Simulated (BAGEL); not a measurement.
**singlet [BSiH2F2]− at 4 levels**

Wanted: a comparison of 4 runs (HF/6-31G*, B3LYP/def2-SVPD, PBE0/def2-SVPD, RI-MP2/def2-SVPD) of singlet [BSiH2F2]−. 

The results are computed with BAGEL 1.2.2.

2 further runs of the same task are left out: 2 that didn't finish.

## (1) The system as given

The species is [BSiH2F2]− (6 atoms), meant as a singlet with charge -1. As SMILES of the parent species, `FB(F)[SiH2]`. Geometry: relaxed at GFN2-xTB. That shape belongs to the parent species and isn't relaxed for this state.

Bond lengths: F1–B2 1.338 Å, B2–F3 1.338 Å, B2–Si4 1.901 Å, Si4–H5 1.459 Å, Si4–H6 1.459 Å. Angles: F1–B2–F3 112.7°, F1–B2–Si4 123.7°, F3–B2–Si4 123.6°, B2–Si4–H5 125.0°, B2–Si4–H6 125.1°, H5–Si4–H6 109.9°.

## (2) The energy at HF/6-31G(d) (density fitting with qzvpp-jkfit, spherical functions) (run 1)

File input.json:

```json
{ "bagel": [

{
  "title": "molecule",
  "basis": "6-31gs.json",
  "df_basis": "qzvpp-jkfit",
  "angstrom": true,
  "geometry": [
    { "atom": "F", "xyz": [    1.138830,   -0.662010,    1.575080 ] },
    { "atom": "B", "xyz": [    0.528980,   -0.732460,    0.385910 ] },
    { "atom": "F", "xyz": [    0.712660,   -1.911280,   -0.220160 ] },
    { "atom": "Si", "xyz": [   -0.490810,    0.686850,   -0.361790 ] },
    { "atom": "H", "xyz": [   -1.171950,    0.637840,   -1.650550 ] },
    { "atom": "H", "xyz": [   -0.717730,    1.981070,    0.271500 ] }
  ]
},
{ "title": "hf", "charge": -1 },
{ "title": "print", "file": "orbitals.molden", "orbitals": true }

]}
```

The basis set 6-31G* is read from a file made from the Basis Set Exchange's data (not shown).

Run with:

```
$ BAGEL_NUM_THREADS=1 BAGEL input.json > input.out
```

The log of the run:

```text
* using 1 threads per process

  ===============================================================
  ===============================================================

  *** Geometry ***

  { "atom" : "F", "xyz" : [      2.152077,     -1.251018,      2.976470 ] },
  { "atom" : "B", "xyz" : [      0.999627,     -1.384149,      0.729264 ] },
  { "atom" : "F", "xyz" : [      1.346732,     -3.611796,     -0.416042 ] },
  { "atom" : "Si", "xyz" : [     -0.927496,      1.297958,     -0.683684 ] },
  { "atom" : "H", "xyz" : [     -2.214665,      1.205343,     -3.119087 ] },
  { "atom" : "H", "xyz" : [     -1.356313,      3.743680,      0.513061 ] },

  Number of auxiliary basis functions:      393

  Since a DF basis is specified, we compute 2- and 3-index integrals:
    o Being stored without compression. Storage requirement is 0.013 GB

  Number of basis functions:       64
  Number of electrons      :       39

    * METHOD: MOLECULE                             0.11

  *** RHF ***

  === Nuclear Repulsion ===
   137.9857602518

      * DIIS with orbital gradients will be used.

  === RHF iteration (6-31gs.json) ===
      0       -513.51662259          0.02322525           0.03
      1       -513.65184528          0.01392238           0.02
      2       -513.70567541          0.00160596           0.02
[... 9 lines of this table left out ...]
     12       -513.70701118          0.00000001           0.03
    * SCF iteration converged.

    * Permanent dipole moment:
           (   -0.703022,     0.983006,    -0.519375) a.u.

    * METHOD: HF                                   0.40

    * METHOD: PRINT                                0.01

  ===============================================================
```

Wall time 0.64 s (1 thread of Arm Neoverse V2, shared host).

## (3) The energy at B3LYP/def2-SVPD (density fitting with qzvpp-jkfit) (run 2)

File calc.json:

```json
{ "bagel": [

{
  "title": "molecule",
  "basis": "def2-svpd.json",
  "df_basis": "qzvpp-jkfit",
  "angstrom": "true",
  "geometry": [
    { "atom": "F", "xyz": [    1.138830,   -0.662010,    1.575080 ] },
    { "atom": "B", "xyz": [    0.528980,   -0.732460,    0.385910 ] },
    { "atom": "F", "xyz": [    0.712660,   -1.911280,   -0.220160 ] },
    { "atom": "Si", "xyz": [   -0.490810,    0.686850,   -0.361790 ] },
    { "atom": "H", "xyz": [   -1.171950,    0.637840,   -1.650550 ] },
    { "atom": "H", "xyz": [   -0.717730,    1.981070,    0.271500 ] }
  ]
},
{ "title": "ks", "xc_func": "b3lyp", "charge": -1 },
{ "title": "print", "file": "orbitals.molden", "orbitals": "true" }

]}
```

The basis set def2-SVPD is read from a file made from the Basis Set Exchange's data (not shown).

Run with:

```
$ BAGEL_NUM_THREADS=1 BAGEL calc.json > calc.out
```

The log of the run:

```text
* using 1 threads per process

  ===============================================================
  ===============================================================

  *** Geometry ***

[... 19 lines left out ...]
    * Removing 9496 points whose weight is below 1.00e-10
[... 2 lines left out ...]
  === Nuclear Repulsion ===
   137.9857602518

       - DIIS with orbital gradients will be used.

  === KS iteration (b3lyp / def2-svpd.json) ===
      0       -487.52387777          0.09867398           0.26
      1       -428.49817033          0.10429146           0.25
      2       -398.45105157          0.20456276           0.25
[... 35 lines of this table left out ...]
     38       -515.11378830          0.00000001           0.25
    * SCF iteration converged.

    * Permanent dipole moment:
           (   -0.535638,     0.750233,    -0.396338) a.u.

    * METHOD: KS                                  10.01

    * METHOD: PRINT                                0.02

  ===============================================================
```

Wall time 11 s (1 thread of Arm Neoverse V2, shared host); peak memory 0.4 GiB.

Run 3 isn't shown in full; the table further down has it.

## (4) The energy at RI-MP2/def2-SVPD (density fitting with qzvpp-jkfit) (run 4)

File job.json:

```json
{ "bagel": [

{
  "title": "molecule",
  "basis": "def2-svpd.json",
  "df_basis": "qzvpp-jkfit",
  "angstrom": true,
  "geometry": [
    { "atom": "F", "xyz": [    1.138830,   -0.662010,    1.575080 ] },
    { "atom": "B", "xyz": [    0.528980,   -0.732460,    0.385910 ] },
    { "atom": "F", "xyz": [    0.712660,   -1.911280,   -0.220160 ] },
    { "atom": "Si", "xyz": [   -0.490810,    0.686850,   -0.361790 ] },
    { "atom": "H", "xyz": [   -1.171950,    0.637840,   -1.650550 ] },
    { "atom": "H", "xyz": [   -0.717730,    1.981070,    0.271500 ] }
  ]
},
{ "title": "hf", "charge": -1 },
{ "title": "mp2", "charge": -1, "ncore": 8 }

]}
```

The basis set def2-SVPD is read from a file made from the Basis Set Exchange's data (not shown).

Run with:

```
$ BAGEL_NUM_THREADS=1 BAGEL job.json > job.out
```

The log of the run:

```text
* using 1 threads per process

  ===============================================================
  ===============================================================

  *** Geometry ***

[... 30 lines left out ...]
    * SCF iteration converged.
[... 1 line left out ...]
    * Permanent dipole moment:
[... 2 lines left out ...]
    * METHOD: HF                                   0.70

  *** RHF ***

  === Nuclear Repulsion ===
   137.9857602518

      * DIIS with orbital gradients will be used.

  === RHF iteration (def2-svpd.json) ===
      0       -513.47643516          0.00000000           0.04
    * SCF iteration converged.

    * Permanent dipole moment:
           (   -0.544245,     0.764324,    -0.404220) a.u.

  === DF-MP2 calculation ===

    * freezing 8 orbitals
    * 3-index integral transformation done
    * assembly done

      MP2 correlation energy:   -0.5884240156      0.04

      MP2 total energy:       -514.0648591800

    * METHOD: MP2                                  0.14

  ===============================================================
```

Run time: 1.1 s. Hardware: 1 thread of Arm Neoverse V2, shared host; peak memory 0.12 GiB.

## (5) Overview of the runs

```tsv
run	level	frozen core orbitals	energy (Eh)	HOMO energy (eV)	LUMO energy (eV)	HOMO–LUMO gap (eV)	wall time
1	HF/6-31G* (density fitting with qzvpp-jkfit, spherical functions)	–	-513.707011	-0.71	10.29	11.01	0.64 s
2	B3LYP/def2-SVPD (density fitting with qzvpp-jkfit)	–	-515.113788	0.89	4.34	3.45	11 s
3	PBE0/def2-SVPD (density fitting with qzvpp-jkfit)	–	-514.739080	0.68	4.59	3.90	8.4 s
4	RI-MP2/def2-SVPD (density fitting with qzvpp-jkfit)	8	-514.064859	–	–	–	1.1 s
```

## (6) What came out

| quantity | value |
| --- | --- |
| run 4: total energy | -514.06486 Eh |
| run 4: correlation energy (8 core orbitals frozen) | -588.4 mEh |

What this shows: Over runs 1, 2, 3 the HOMO–LUMO gap runs from 3.45 eV (B3LYP/def2-SVPD) to 11.01 eV (HF/6-31G*). The two ends differ in method and basis. The empty levels of an anion lie above zero and hang on the basis. Totals of different functionals can't be ranked against each other. In runs 2, 3 the HOMO lies above zero, so the outermost electron may be held by the basis alone. All runs together took 21 s, the longest 11 s.
